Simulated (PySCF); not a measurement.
# C2H8AlN: the cost of one run

Programs: PySCF 2.14.0, with density-fitted response routines of our own. Each step states its level of theory. These are calculated values for one molecule in the gas phase, unless marked as measured. Atoms are numbered from 0 throughout.

### 1 The molecule as given

12 atoms, charge 0, multiplicity 1; geometry from: PBE0-D3(BJ)/def2-SVP.

Bonds of the start (Å): C0–N1 1.44, N1–Al2 1.78, Al2–C3 1.96, C0–H4 1.11, C0–H5 1.11, C0–H6 1.10, N1–H7 1.02, Al2–H8 1.59, C3–H9 1.10, C3–H10 1.10, C3–H11 1.10.

### 2 Nuclear shieldings: HF/pcSseg-2

Job settings and geometry (Å):

```
{"job": {"kind": "nmr", "xc": "HF", "basis": "pcSseg-2", "pop": false}, "charge": 0, "multiplicity": 1}
C      2.216323    -0.062902     0.301600
N      0.803300    -0.080936     0.595645
Al    -0.570940     0.083979    -0.525569
C     -2.390981     0.035791     0.191836
H      2.750277     0.766858     0.802135
H      2.728106    -0.999614     0.592248
H      2.375289     0.063363    -0.781111
H      0.627754    -0.199375     1.589396
H     -0.193342     0.270794    -2.060487
H     -3.151513    -0.057815    -0.599363
H     -2.620510     0.956653     0.755368
H     -2.532135    -0.805556     0.891000
```

Level: GIAO HF/pcSseg-2 NMR shielding, non-relativistic, gas phase.

Run with:

```bash
$ OMP_NUM_THREADS=1 python probes_run.py task.json out
```

This one command runs all jobs of the session in turn.

Q: Estimate the wall time and peak memory of this first job on 1 thread of Arm Neoverse V1, shared host.

About 14 s, with a peak of 1.1 GiB.
